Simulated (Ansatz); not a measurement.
# GeN₂H (doublet): the correlation ladder, cc-pVDZ

One table from this session's results is given with a row withheld; the runs are named, their logs left out.

Program: Ansatz 0.2.0, Gaussian basis. Level of theory: cc-pVDZ, core rule «outside noble gas», up to 16 orbitals frozen. These are calculated values, not measurements.

To be run: UHF; CCSD(T) on ROHF; CCSD(T) on UHF; BCCD(T) on ROHF; CISD; CCSDT(Q) on ROHF; CCSDT(Q) on UHF.

17 further runs of the same task are left out: 9 that didn't finish, 8 set aside as unsound or not needed.

## The geometry

The geometry is a PBE0/def2-TZVP stationary point (not a proven minimum). No spin-orbit coupling is included. The filled d shell of Ge may be among the frozen orbitals whatever the setting's name suggests; the logs give the count.

4 atoms, charge 0, spin multiplicity 2.

Atoms are counted from 1 here; the program's logs count them from 0.

Bond lengths: Ge1–N2 2.064 Å, Ge1–H4 1.592 Å, N2–N3 1.103 Å. Angles: N2–Ge1–H4 83.3°, Ge1–N2–N3 171.9°.

The first run:

The input, in.yaml:

```yaml
crystal:
  periodic: [false, false, false]
  atoms:
    - {symbol: Ge, position_ang: [0.000000, -0.031412, 0.720207]}
    - {symbol: N, position_ang: [0.000000, 0.075260, -1.340574]}
    - {symbol: N, position_ang: [0.000000, -0.024411, -2.438823]}
    - {symbol: H, position_ang: [0.000000, 1.557202, 0.616174]}
basis:
  gaussian: {orbitals: cc-pVDZ}
magnetization: {spin_polarized: true, initial_magnetization: 1}
hamiltonian: {xc: hf}
output: {orbitals: {seedname: orbitals}}
```

Run with:

```
$ ansatz run in.yaml --threads 1 --pin off --events-out ev --progress --plain --max-ram 2393MiB
```

Among the steps run: UHF; CCSD(T) on ROHF; CCSD(T) on UHF; BCCD(T) on ROHF; CISD; CCSDT(Q) on ROHF; CCSDT(Q) on UHF.

One table of the session follows, with a row left open; its other results are not shown here.

| method | from UCCSDT(Q) (meV) |
| --- | --- |
| ROHF | ? |
| UHF | +11455.1 |
| RMP2 | +1000.1 |
| UMP2 | +1147.4 |
| RCCSD | +512.4 |
| UCCSD | +504.7 |
| RCCSD(T) | +76.0 |
| UCCSD(T) | +76.9 |
| BCCD(T) | +74.4 |
| RCCSDT | +60.5 |
| UCCSDT | +57.4 |
| RCCSDT(Q) | +2.4 |
| UCCSDT(Q) | 0 |

Estimate the missing values for ROHF.

The run gave: from UCCSDT(Q) (meV): +11585.2. In the column «from UCCSDT(Q) (meV)» it is the highest.

Not comparable, so not listed: CISD (they don't share determinant, frozen orbitals or solution with the rows shown, or repeat one).

Limits of these values: Restricted and unrestricted rows rest on different reference determinants; where their highest levels disagree by more than a few hundredths of an eV, they describe different states and don't form one ladder.
